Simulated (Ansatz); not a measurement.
**H3O+ with HBr: superposition error and deformation, part 1 of 3**

Aim: split the binding of a pair into the counterpoise interaction, the basis-set superposition error and the cost of deforming the fragments.

Method: PBE0-D4 structures, single points in def2-TZVPPD; program: Ansatz 0.2.0, Gaussian basis.

Levels: PBE-D4, revPBE-D4, BLYP-D4, r2SCAN-D4, B97M-V, PBE0-D4, B3LYP-D4, HSE06-D4, wB97X-V, wB97M-V, B2PLYP, Hartree-Fock, MP2, CCSD, CCSD(T).

Correlated methods freeze the cores. Filled d shells of the heavier atoms are correlated. B3LYP uses VWN-RPA correlation. B2PLYP carries no dispersion term here.

129 further runs of the same task are left out: 129 set aside as unsound or not needed.

**1. The system as given**

The relaxed pair: 6 atoms, charge 1, spin multiplicity 1.

Atoms are counted from 1 here; the program's logs count them from 0.

Bond lengths: O1–H2 0.973 Å, O1–H3 1.048 Å, O1–H4 0.973 Å, Br5–H6 1.430 Å. Angles: H2–O1–H3 113.3°, H2–O1–H4 111.6°, H3–O1–H4 113.3°.

As a file:

```xyz
6

O    -0.1471    0.0840   -1.0704
H     0.3656    0.7791   -1.5192
H     0.1073   -0.0326   -0.0607
H    -0.1320   -0.7510   -1.5704
Br    0.5468   -0.2401    1.8722
H    -0.7406    0.1606    2.3484
```

Atoms 1 to 4 are fragment A (H3O+), the rest fragment B (HBr). From earlier runs, pair energy (eV) and counterpoise interaction (kcal/mol):

```tsv
method	E(pair)	interaction
PBE-D4	-72138.93654	-21.40
revPBE-D4	-72145.26421	-20.64
BLYP-D4	-72151.98089	-20.26
r2SCAN-D4	-72150.20574	-20.11
B97M-V	-72138.35525	-18.91
PBE0-D4	-72141.39245	-20.17
B3LYP-D4	-72152.65503	-19.58
HSE06-D4	-72141.41283	-20.20
wB97X-V	-72144.44988	-18.36
wB97M-V	-72146.69659	-18.12
B2PLYP	-72139.81181	-17.98
Hartree-Fock	-72092.77631	-13.05
MP2	-72107.91853	-17.39
CCSD(T)	-72108.83671	-16.93
```

First each fragment is run alone in its own basis, frozen in the shape it has in the pair (a, b).

**2. PBE-D4/def2-TZVPPD**

Contents of a/in.yaml:

```yaml
crystal:
  periodic: [false, false, false]
  atoms:
    - {symbol: O, position_ang: [-0.147094, 0.083977, -1.070414]}
    - {symbol: H, position_ang: [0.365631, 0.779124, -1.519167]}
    - {symbol: H, position_ang: [0.107251, -0.032553, -0.060678]}
    - {symbol: H, position_ang: [-0.131977, -0.751045, -1.570417]}
basis:
  gaussian: {orbitals: "def2-TZVPPD.json"}
total_charge: 1
hamiltonian: {xc: pbe, dispersion: d4}
```

Contents of b/in.yaml:

```yaml
crystal:
  periodic: [false, false, false]
  atoms:
    - {symbol: Br, position_ang: [0.546779, -0.240141, 1.872243]}
    - {symbol: H, position_ang: [-0.740590, 0.160638, 2.348434]}
basis:
  gaussian: {orbitals: "def2-TZVPPD.json"}
hamiltonian: {xc: pbe, dispersion: d4}
```

The basis file named in the input lies beside it (Basis Set Exchange, JSON).

The same command starts each run, in its folder.

Started as:

```sh
$ ansatz run in.yaml --threads 2 --pin off --events-out ev --progress --plain --max-ram 5222MiB
```

Log of a:

```text
Functional definition: PBE
  name "PBE"
  cite "Perdew, Burke & Ernzerhof, Phys. Rev. Lett. 77, 3865 (1996) doi:10.1103/PhysRevLett.77.3865"
  parent pbe
  parameter kappa = 0.804
  parameter beta = 0.06672455060314922
  exchange = pbe_x(kappa = kappa, mu = beta*pi^2/3)
  correlation = pbe_c(beta = beta)
361 factors; their error is unknown
mean field evaluation 1: about -2067.3837 eV, gradient 1.1e2 eV
mean field evaluation 2: about -2025.2578 eV, gradient 1.7e2 eV
mean field evaluation 4: about -2085.8296 eV, gradient 1.5e0 eV
mean field evaluation 8: about -2085.8263 eV, gradient 2.3e-2 eV
mean field -2085.82627076 eV, -76.6527016267 hartree, gradient 7.2e-6 eV, S^2 0.000000; 0 other end points of the search recorded, 0 dependent functions left out
reference -2085.82629725 eV, -76.6527026003 hartree; 5, 5 occupied and 86, 86 virtual orbitals, 361 factors
Total energy: -2085.83177300 eV, -76.6529038303 hartree
```

Output in b (excerpt; [...] marks lines left out):

```text
[... 4 set-up lines as earlier in the session ...]
[...]
479 factors; their error is unknown
[...]
mean field -70052.16424331 eV, -2574.3695528794 hartree, gradient 3.0e-5 eV, S^2 0.000000; 0 other end points of the search recorded, 0 dependent functions left out
reference -70052.16428678 eV, -2574.3695544768 hartree; 18, 18 occupied and 56, 56 virtual orbitals, 479 factors
Total energy: -70052.17107548 eV, -2574.3698039569 hartree
```

Wall times: 0.25 s (a), 0.25 s (b) on 2 threads of AMD EPYC 9R45, shared host.

**3. r2SCAN-D4/def2-TZVPPD**

Each input of step 2 (a, b) changes in the same lines:

```diff
-hamiltonian: {xc: pbe, dispersion: d4}
+hamiltonian: {xc: r2scan, dispersion: d4}
```

Each run has its own folder and the same command.

Started as:

```sh
$ ansatz run in.yaml --threads 2 --pin off --events-out ev --progress --plain --max-ram 5222MiB
```

Log of a (excerpt; [...] marks lines left out):

```text
Functional definition: r2SCAN
  name "r2SCAN"
  cite "Furness, Kaplan, Ning, Perdew & Sun, J. Phys. Chem. Lett. 11, 8208 (2020) doi:10.1021/acs.jpclett.0c02405"
  cite "Furness, Kaplan, Ning, Perdew & Sun, J. Phys. Chem. Lett. 11, 9248 (2020) doi:10.1021/acs.jpclett.0c03077"
  parent r2scan
[...]
361 factors; their error is unknown
[...]
mean field -2087.02569880 eV, -76.6967797940 hartree, gradient 5.3e-5 eV, S^2 0.000000; 0 other end points of the search recorded, 0 dependent functions left out
reference -2087.02570740 eV, -76.6967801101 hartree; 5, 5 occupied and 86, 86 virtual orbitals, 361 factors
Total energy: -2087.02702132 eV, -76.6968283957 hartree
```

b printed (excerpt; [...] marks lines left out):

```text
[... 5 set-up lines as earlier in the session ...]
[...]
479 factors; their error is unknown
[...]
mean field -70062.29972791 eV, -2574.7420250682 hartree, gradient 1.5e-5 eV, S^2 0.000000; 0 other end points of the search recorded, 0 dependent functions left out
reference -70062.29973939 eV, -2574.7420254900 hartree; 18, 18 occupied and 56, 56 virtual orbitals, 479 factors
Total energy: -70062.30119937 eV, -2574.7420791433 hartree
```

Times: 0.45 s (a), 0.45 s (b) on 2 threads of AMD EPYC 9R45, shared host.

**4. PBE0-D4/def2-TZVPPD**

Each input of step 3 (a, b) changes in the same lines:

```diff
-hamiltonian: {xc: r2scan, dispersion: d4}
+hamiltonian: {xc: pbe0, dispersion: d4}
+output: {orbitals: {seedname: orbitals}}
```

One command serves all of them, each in its own folder.

Started as:

```sh
$ ansatz run in.yaml --threads 2 --pin off --events-out ev --progress --plain --max-ram 5222MiB
```

Log of a (excerpt; [...] marks lines left out):

```text
Functional definition: PBE0
  name "PBE0"
  cite "Adamo & Barone, J. Chem. Phys. 110, 6158 (1999) doi:10.1063/1.478522"
[... 2 set-up lines as earlier in the session ...]
[...]
361 factors; their error is unknown
[...]
mean field -2085.88756495 eV, -76.6549541466 hartree, gradient 8.4e-5 eV, S^2 0.000000; 0 other end points of the search recorded, 0 dependent functions left out
reference -2085.88758346 eV, -76.6549548266 hartree; 5, 5 occupied and 86, 86 virtual orbitals, 361 factors
Total energy: -2085.89196655 eV, -76.6551159022 hartree
```

Log of b (excerpt; [...] marks lines left out):

```text
[... 5 set-up lines as earlier in the session ...]
[...]
531 factors; their error is unknown
[...]
mean field -70054.61484761 eV, -2574.4596109261 hartree, gradient 7.1e-5 eV, S^2 0.000000; 0 other end points of the search recorded, 0 dependent functions left out
reference -70054.61487632 eV, -2574.4596119814 hartree; 18, 18 occupied and 56, 56 virtual orbitals, 531 factors
Total energy: -70054.62039875 eV, -2574.4598149270 hartree
```

They took 0.25 s (a), 0.3 s (b) on 2 threads of AMD EPYC 9R45, shared host.

**5. B3LYP-D4/def2-TZVPPD**

The same edit goes into each in.yaml of step 4 (a, b):

```diff
-hamiltonian: {xc: pbe0, dispersion: d4}
-output: {orbitals: {seedname: orbitals}}
+hamiltonian: {xc: {name: B3LYP}, dispersion: d4}
```

One command serves all of them, each in its own folder.

Started as:

```sh
$ ansatz run in.yaml --threads 2 --pin off --events-out ev --progress --plain --max-ram 5222MiB
```

Log of a (excerpt; [...] marks lines left out):

```text
Functional definition: B3LYP
  name "B3LYP"
  cite "Stephens, Devlin, Chabalowski & Frisch, J. Phys. Chem. 98, 11623 (1994) doi:10.1021/j100096a001"
  cite "Becke, Phys. Rev. A 38, 3098 (1988) doi:10.1103/PhysRevA.38.3098"
  cite "Lee, Yang & Parr, Phys. Rev. B 37, 785 (1988) doi:10.1103/PhysRevB.37.785"
  cite "Vosko, Wilk & Nusair, Can. J. Phys. 58, 1200 (1980) doi:10.1139/p80-159"
[...]
361 factors; their error is unknown
[...]
mean field -2088.16090100 eV, -76.7384977056 hartree, gradient 6.9e-6 eV, S^2 0.000000; 0 other end points of the search recorded, 0 dependent functions left out
reference -2088.16104102 eV, -76.7385028509 hartree; 5, 5 occupied and 86, 86 virtual orbitals, 361 factors
Total energy: -2088.16971229 eV, -76.7388215144 hartree
```

Output in b (excerpt; [...] marks lines left out):

```text
[... 6 set-up lines as earlier in the session ...]
[...]
515 factors; their error is unknown
[...]
mean field -70063.61948462 eV, -2574.7905252329 hartree, gradient 5.5e-6 eV, S^2 0.000000; 0 other end points of the search recorded, 0 dependent functions left out
reference -70063.61967341 eV, -2574.7905321708 hartree; 18, 18 occupied and 56, 56 virtual orbitals, 515 factors
Total energy: -70063.63081292 eV, -2574.7909415400 hartree
```

They took 0.3 s (a), 0.35 s (b) on 2 threads of AMD EPYC 9R45, shared host.

**6. wB97X-V/def2-TZVPPD**

Each input of step 5 (a, b) changes in the same lines:

```diff
-hamiltonian: {xc: {name: B3LYP}, dispersion: d4}
+hamiltonian: {xc: {name: wB97X-V}}
```

The same command starts each run, in its folder.

Started as:

```sh
$ ansatz run in.yaml --threads 2 --pin off --events-out ev --progress --plain --max-ram 5222MiB
```

Output in a (excerpt; [...] marks lines left out):

```text
Functional definition: wB97X-V
  name "wB97X-V"
  cite "Mardirossian & Head-Gordon, Phys. Chem. Chem. Phys. 16, 9904 (2014) doi:10.1039/C3CP54374A"
  cite "Becke, J. Chem. Phys. 107, 8554 (1997) doi:10.1063/1.475007"
  cite "Vydrov & Van Voorhis, J. Chem. Phys. 133, 244103 (2010) doi:10.1063/1.3521275"
[...]
      + integral(e_c_pw_opposite_spin*poly(b97_u_opposite, cos0, cos1)) + vv10(b, c)
361 factors; their error is unknown
130 factors; integrals over basis functions are off by at most 2.1e-5 eV
[...]
mean field -2087.33214833 eV, -76.7080416068 hartree, gradient 5.5e-5 eV, S^2 0.000000; 0 other end points of the search recorded, 0 dependent functions left out
reference -2087.33214710 eV, -76.7080415615 hartree; 5, 5 occupied and 86, 86 virtual orbitals, 361 factors
Total energy: -2087.33214710 eV, -76.7080415615 hartree
```

Output in b (excerpt; [...] marks lines left out):

```text
[... 5 set-up lines as earlier in the session ...]
[...]
      + integral(e_c_pw_opposite_spin*poly(b97_u_opposite, cos0, cos1)) + vv10(b, c)
515 factors; their error is unknown
102 factors; integrals over basis functions are off by at most 6.0e-5 eV
[...]
mean field -70056.31634062 eV, -2574.5221396410 hartree, gradient 1.7e-5 eV, S^2 0.000000; 0 other end points of the search recorded, 0 dependent functions left out
reference -70056.31633882 eV, -2574.5221395749 hartree; 18, 18 occupied and 56, 56 virtual orbitals, 515 factors
Total energy: -70056.31633882 eV, -2574.5221395749 hartree
```

Times: 0.6 s (a), 0.75 s (b) on 2 threads of AMD EPYC 9R45, shared host.

**7. wB97M-V/def2-TZVPPD**

The same edit goes into each in.yaml of step 6 (a, b):

```diff
-hamiltonian: {xc: {name: wB97X-V}}
+hamiltonian: {xc: {name: wB97M-V}}
```

The same command starts each run, in its folder.

Started as:

```sh
$ ansatz run in.yaml --threads 2 --pin off --events-out ev --progress --plain --max-ram 5222MiB
```

Output in a (excerpt; [...] marks lines left out):

```text
Functional definition: wB97M-V
  name "wB97M-V"
  cite "Mardirossian & Head-Gordon, J. Chem. Phys. 144, 214110 (2016) doi:10.1063/1.4952647"
[... 2 set-up lines as earlier in the session ...]
  # Of w^i u^j: cxij and so on, Table III.
[...]
  gx(w, u) = 1 - cx + cx01*u + cx10*w
[...]
      + integral(e_c_pw_mod_opposite_spin*gos(b97_w_opposite, b97_u_opposite)) + vv10(b, c)
361 factors; their error is unknown
130 factors; integrals over basis functions are off by at most 2.1e-5 eV
[...]
mean field -2087.20711768 eV, -76.7034468150 hartree, gradient 6.2e-5 eV, S^2 0.000000; 0 other end points of the search recorded, 0 dependent functions left out
reference -2087.20714904 eV, -76.7034479675 hartree; 5, 5 occupied and 86, 86 virtual orbitals, 361 factors
Total energy: -2087.20714904 eV, -76.7034479675 hartree
```

Output in b (excerpt; [...] marks lines left out):

```text
[... 5 set-up lines as earlier in the session ...]
  # Of w^i u^j: cxij and so on, Table III.
[...]
  gx(w, u) = 1 - cx + cx01*u + cx10*w
[...]
      + integral(e_c_pw_mod_opposite_spin*gos(b97_w_opposite, b97_u_opposite)) + vv10(b, c)
508 factors; their error is unknown
102 factors; integrals over basis functions are off by at most 6.0e-5 eV
[...]
mean field -70058.69851036 eV, -2574.6096827642 hartree, gradient 1.6e-5 eV, S^2 0.000000; 0 other end points of the search recorded, 0 dependent functions left out
reference -70058.69856010 eV, -2574.6096845920 hartree; 18, 18 occupied and 56, 56 virtual orbitals, 508 factors
Total energy: -70058.69856010 eV, -2574.6096845920 hartree
```

They took 0.65 s (a), 0.85 s (b) on 2 threads of AMD EPYC 9R45, shared host.

**8. B2PLYP/def2-TZVPPD**

The same edit goes into each in.yaml of step 7 (a, b):

```diff
-hamiltonian: {xc: {name: wB97M-V}}
+hamiltonian: {xc: {name: B2PLYP}}
```

Each run has its own folder and the same command.

Started as:

```sh
$ ansatz run in.yaml --threads 2 --pin off --events-out ev --progress --plain --max-ram 5222MiB
```

Log of a (excerpt; [...] marks lines left out):

```text
Functional definition: B2PLYP
  name "B2PLYP"
  cite "Grimme, J. Chem. Phys. 124, 034108 (2006) doi:10.1063/1.2148954"
[... 2 set-up lines as earlier in the session ...]
[...]
511 factors; integrals over basis functions are off by at most 1.2e-3 eV
[...]
mean field -2084.46530917 eV, -76.6026872106 hartree, gradient 4.4e-6 eV, S^2 0.000000; 0 other end points of the search recorded, 0 dependent functions left out
1 core orbitals not correlated: weight in the atoms' cores, before any rotation towards them, 1.000 or more for the frozen orbitals, at most 0.000 for the correlated occupied ones
reference -2084.46539282 eV, -76.6026902848 hartree; 4, 4 occupied and 86, 86 virtual orbitals, 511 factors
second order -8.26551672 eV of doubles, -0.00000000 eV of singles
Total energy: -2086.69708233 eV, -76.6847033617 hartree
```

Log of b (excerpt; [...] marks lines left out):

```text
[... 5 set-up lines as earlier in the session ...]
[...]
448 factors; integrals over basis functions are off by at most 1.6e-3 eV
[...]
mean field -70049.80097002 eV, -2574.2827041878 hartree, gradient 2.0e-6 eV, S^2 0.000000; 0 other end points of the search recorded, 0 dependent functions left out
9 core orbitals not correlated: weight in the atoms' cores, before any rotation towards them, 1.000 or more for the frozen orbitals, at most 0.000 for the correlated occupied ones
reference -70049.80108542 eV, -2574.2827084288 hartree; 9, 9 occupied and 56, 56 virtual orbitals, 448 factors
second order -9.30030965 eV of doubles, -0.00000000 eV of singles
Total energy: -70052.31216903 eV, -2574.3749890492 hartree
```

Wall times: 0.4 s (a), 0.45 s (b) on 2 threads of AMD EPYC 9R45, shared host.

**9. BLYP-D4/def2-TZVPPD**

The same edit goes into each in.yaml of step 8 (a, b):

```diff
-hamiltonian: {xc: {name: B2PLYP}}
+hamiltonian: {xc: {name: BLYP}, dispersion: d4}
```

The same command starts each run, in its folder.

Started as:

```sh
$ ansatz run in.yaml --threads 2 --pin off --events-out ev --progress --plain --max-ram 5222MiB
```

a printed (excerpt; [...] marks lines left out):

```text
Functional definition: BLYP
  name "BLYP"
[... 2 set-up lines as earlier in the session ...]
[...]
361 factors; their error is unknown
[...]
mean field -2087.64056968 eV, -76.7193758821 hartree, gradient 7.3e-6 eV, S^2 0.000000; 0 other end points of the search recorded, 0 dependent functions left out
reference -2087.64076479 eV, -76.7193830525 hartree; 5, 5 occupied and 86, 86 virtual orbitals, 361 factors
Total energy: -2087.65398678 eV, -76.7198689514 hartree
```

Output in b (excerpt; [...] marks lines left out):

```text
[... 4 set-up lines as earlier in the session ...]
[...]
479 factors; their error is unknown
[...]
mean field -70063.42650731 eV, -2574.7834334476 hartree, gradient 2.0e-5 eV, S^2 0.000000; 0 other end points of the search recorded, 0 dependent functions left out
reference -70063.42676715 eV, -2574.7834429963 hartree; 18, 18 occupied and 56, 56 virtual orbitals, 479 factors
Total energy: -70063.44274750 eV, -2574.7840302634 hartree
```

Wall times: 0.3 s (a), 0.3 s (b) on 2 threads of AMD EPYC 9R45, shared host.

**10. revPBE-D4/def2-TZVPPD**

The same edit goes into each in.yaml of step 9 (a, b):

```diff
-hamiltonian: {xc: {name: BLYP}, dispersion: d4}
+hamiltonian: {xc: {name: revPBE}, dispersion: d4}
```

The same command starts each run, in its folder.

Started as:

```sh
$ ansatz run in.yaml --threads 2 --pin off --events-out ev --progress --plain --max-ram 5222MiB
```

Log of a (excerpt; [...] marks lines left out):

```text
Functional definition: revPBE
  name "revPBE"
  cite "Zhang & Yang, Phys. Rev. Lett. 80, 890 (1998) doi:10.1103/PhysRevLett.80.890"
[... 1 set-up line as earlier in the session ...]
[...]
361 factors; their error is unknown
[...]
mean field -2087.51445902 eV, -76.7147414008 hartree, gradient 4.9e-6 eV, S^2 0.000000; 0 other end points of the search recorded, 0 dependent functions left out
reference -2087.51449120 eV, -76.7147425834 hartree; 5, 5 occupied and 86, 86 virtual orbitals, 361 factors
Total energy: -2087.54107536 eV, -76.7157195331 hartree
```

b printed (excerpt; [...] marks lines left out):

```text
[... 4 set-up lines as earlier in the session ...]
[...]
479 factors; their error is unknown
[...]
mean field -70056.79753750 eV, -2574.5398233003 hartree, gradient 3.9e-5 eV, S^2 0.000000; 0 other end points of the search recorded, 0 dependent functions left out
reference -70056.79759456 eV, -2574.5398253972 hartree; 18, 18 occupied and 56, 56 virtual orbitals, 479 factors
Total energy: -70056.82274796 eV, -2574.5407497675 hartree
```

Wall times: 0.25 s (a), 0.25 s (b) on 2 threads of AMD EPYC 9R45, shared host.

**11. B97M-V/def2-TZVPPD**

Each input of step 10 (a, b) changes in the same lines:

```diff
-hamiltonian: {xc: {name: revPBE}, dispersion: d4}
+hamiltonian: {xc: {name: B97M-V}}
```

One command serves all of them, each in its own folder.

Started as:

```sh
$ ansatz run in.yaml --threads 2 --pin off --events-out ev --progress --plain --max-ram 5222MiB
```

Output in a (excerpt; [...] marks lines left out):

```text
Functional definition: B97M-V
  name "B97M-V"
  cite "Mardirossian & Head-Gordon, J. Chem. Phys. 142, 074111 (2015) doi:10.1063/1.4907719"
[... 2 set-up lines as earlier in the session ...]
  # Of w^i u^j: cxij and so on, Table III.
[...]
  gx(w, u) = cx00 + cx01*u + cx02*u^2 + (cx10 + cx11*u)*w
[...]
  gos(w, u) = cos00 + cos01*u + cos03*u^3 + cos10*w + cos32*w^3*u^2
[...]
      + integral(e_c_pw_mod_opposite_spin*gos(b97_w_opposite, b97_u_opposite)) + vv10(b, c)
361 factors; their error is unknown
[...]
mean field -2087.37296522 eV, -76.7095415995 hartree, gradient 6.0e-5 eV, S^2 0.000000; 0 other end points of the search recorded, 0 dependent functions left out
reference -2087.37299981 eV, -76.7095428706 hartree; 5, 5 occupied and 86, 86 virtual orbitals, 361 factors
Total energy: -2087.37299981 eV, -76.7095428706 hartree
```

Log of b (excerpt; [...] marks lines left out):

```text
[... 5 set-up lines as earlier in the session ...]
  # Of w^i u^j: cxij and so on, Table III.
[...]
  gx(w, u) = cx00 + cx01*u + cx02*u^2 + (cx10 + cx11*u)*w
[...]
  gos(w, u) = cos00 + cos01*u + cos03*u^3 + cos10*w + cos32*w^3*u^2
[...]
      + integral(e_c_pw_mod_opposite_spin*gos(b97_w_opposite, b97_u_opposite)) + vv10(b, c)
479 factors; their error is unknown
[...]
mean field -70050.15590826 eV, -2574.2957479275 hartree, gradient 2.5e-5 eV, S^2 0.000000; 0 other end points of the search recorded, 0 dependent functions left out
reference -70050.15597219 eV, -2574.2957502767 hartree; 18, 18 occupied and 56, 56 virtual orbitals, 479 factors
Total energy: -70050.15597219 eV, -2574.2957502767 hartree
```

They took 0.65 s (a), 0.8 s (b) on 2 threads of AMD EPYC 9R45, shared host.

**12. HSE06-D4/def2-TZVPPD**

Each input of step 11 (a, b) changes in the same lines:

```diff
-hamiltonian: {xc: {name: B97M-V}}
+hamiltonian: {xc: hse06, dispersion: d4}
```

One command serves all of them, each in its own folder.

Started as:

```sh
$ ansatz run in.yaml --threads 2 --pin off --events-out ev --progress --plain --max-ram 5222MiB
```

a printed (excerpt; [...] marks lines left out):

```text
Functional definition: HSE06
  name "HSE06"
  cite "Heyd, Scuseria & Ernzerhof, J. Chem. Phys. 118, 8207 (2003) doi:10.1063/1.1564060"
  cite "Krukau, Vydrov, Izmaylov & Scuseria, J. Chem. Phys. 125, 224106 (2006) doi:10.1063/1.2404663"
  cite "Heyd & Scuseria, J. Chem. Phys. 120, 7274 (2004) doi:10.1063/1.1668634"
  cite "Ernzerhof & Perdew, J. Chem. Phys. 109, 3313 (1998) doi:10.1063/1.476928"
[...]
  # The whole range is PBE's own exchange, as in plane waves. The composition of these papers is wPBEh.
[...]
361 factors; their error is unknown
44 factors; integrals over basis functions are off by at most 7.3e-6 eV
[...]
mean field -2085.79309805 eV, -76.6514825519 hartree, gradient 4.3e-5 eV, S^2 0.000000; 0 other end points of the search recorded, 0 dependent functions left out
reference -2085.79312227 eV, -76.6514834419 hartree; 5, 5 occupied and 86, 86 virtual orbitals, 361 factors
Total energy: -2085.79706096 eV, -76.6516281861 hartree
```

b printed (excerpt; [...] marks lines left out):

```text
[... 6 set-up lines as earlier in the session ...]
[...]
531 factors; their error is unknown
36 factors; integrals over basis functions are off by at most 9.7e-5 eV
[...]
mean field -70054.72938382 eV, -2574.4638200545 hartree, gradient 1.8e-5 eV, S^2 0.000000; 0 other end points of the search recorded, 0 dependent functions left out
reference -70054.72942169 eV, -2574.4638214461 hartree; 18, 18 occupied and 56, 56 virtual orbitals, 531 factors
Total energy: -70054.73449895 eV, -2574.4640080320 hartree
```

They took 0.3 s (a), 0.4 s (b) on 2 threads of AMD EPYC 9R45, shared host.

(Continued in part 2 of 3.)
